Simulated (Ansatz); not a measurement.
Geometry optimisation, DFT LDA, scalar-relativistic, plane waves, PAW in Ansatz.

Input:

```yaml
crystal:
  lattice:
    - [0.0, 5.43, 5.43]
    - [5.43, 0.0, 5.43]
    - [5.43, 5.43, 0.0]
  atoms:
    - { symbol: Si, position: [0.0, 0.0, 0.0] }
    - { symbol: Si, position: [0.125, 0.125, 0.125] }
    - { symbol: Si, position: [0.0, 0.0, 0.5] }
    - { symbol: Si, position: [0.125, 0.125, 0.625] }
    - { symbol: Si, position: [0.0, 0.5, 0.0] }
    - { symbol: Si, position: [0.125, 0.625, 0.125] }
    - { symbol: Si, position: [0.0, 0.5, 0.5] }
    - { symbol: Si, position: [0.125, 0.625, 0.625] }
    - { symbol: Si, position: [0.5, 0.0, 0.0] }
    - { symbol: Si, position: [0.625, 0.125, 0.125] }
    - { symbol: Si, position: [0.5, 0.0, 0.5] }
    - { symbol: Si, position: [0.625, 0.125, 0.625] }
    - { symbol: Si, position: [0.5, 0.5, 0.0] }
    - { symbol: Si, position: [0.625, 0.625, 0.125] }
    - { symbol: Si, position: [0.5, 0.5, 0.5] }
    - { symbol: Si, position: [0.625, 0.625, 0.625] }
    - { symbol: Ti, position: [0.36537735, 0.87327008, 0.38573071] }
basis:
  ecutwfc: 420.0
kpoints:
  mp_grid: { grid: [2, 2, 2] }
hamiltonian:
  xc: lda
  pseudopotentials: { kind: paw, azcp: { folder: soft_1 } }
scf:
  occupations: { method: gaussian, width: 0.05 }
  lower_state_search: "off"
relax:
  f_tol: 0.03
  max_steps: 60
  adjacent_minimum: "off"
```

Launched with:

```bash
$ ansatz run input.yaml --threads 1 --pin off --max-ram 3072MiB --backend cpu --events-out ev --progress --plain --runs-dir out
```

Q: Where does it end, and by what steps?

A: It converged. Limits of this set-up: coarse k mesh, PAW files made for another functional, a small cell, in which the defect meets its images. After 3 steps the energy has fallen by 0.352 eV; Ti17 moved furthest, 0.07 Å.

| step | energy less start (eV) | largest force component (eV/Å) | accepted |
| --- | --- | --- | --- |
| 0 | 0.0000 | 1.245 | yes |
| 1 | -0.3223 | 0.390 | yes |
| 2 | -0.3509 | 0.037 | yes |
| 3 | -0.3516 | 0.002 | yes |

```xyz
17
Lattice="0.0000 5.4300 5.4300 5.4300 0.0000 5.4300 5.4300 5.4300 0.0000" Properties=species:S:1:pos:R:3
Si -0.013 0.016 -0.020
Si 1.360 1.326 1.354
Si 2.757 2.675 -0.043
Si 4.107 4.073 1.355
Si 2.734 0.016 2.727
Si 4.076 1.357 4.068
Si 5.417 2.699 2.727
Si 6.790 4.073 4.038
Si -0.037 2.675 2.751
Si 1.361 4.073 4.100
Si 2.759 5.471 2.753
Si 4.075 6.790 4.069
Si 2.735 2.698 5.409
Si 4.044 4.073 6.783
Si 5.391 5.471 5.385
Si 6.791 6.819 6.784
Ti 6.790 4.074 6.784
```

Whether the end is a true minimum wasn't checked by a vibrational analysis.

Time of the run: 23 s on 1 thread of Arm Neoverse V2, on a shared host, peak memory 0.51 GiB.
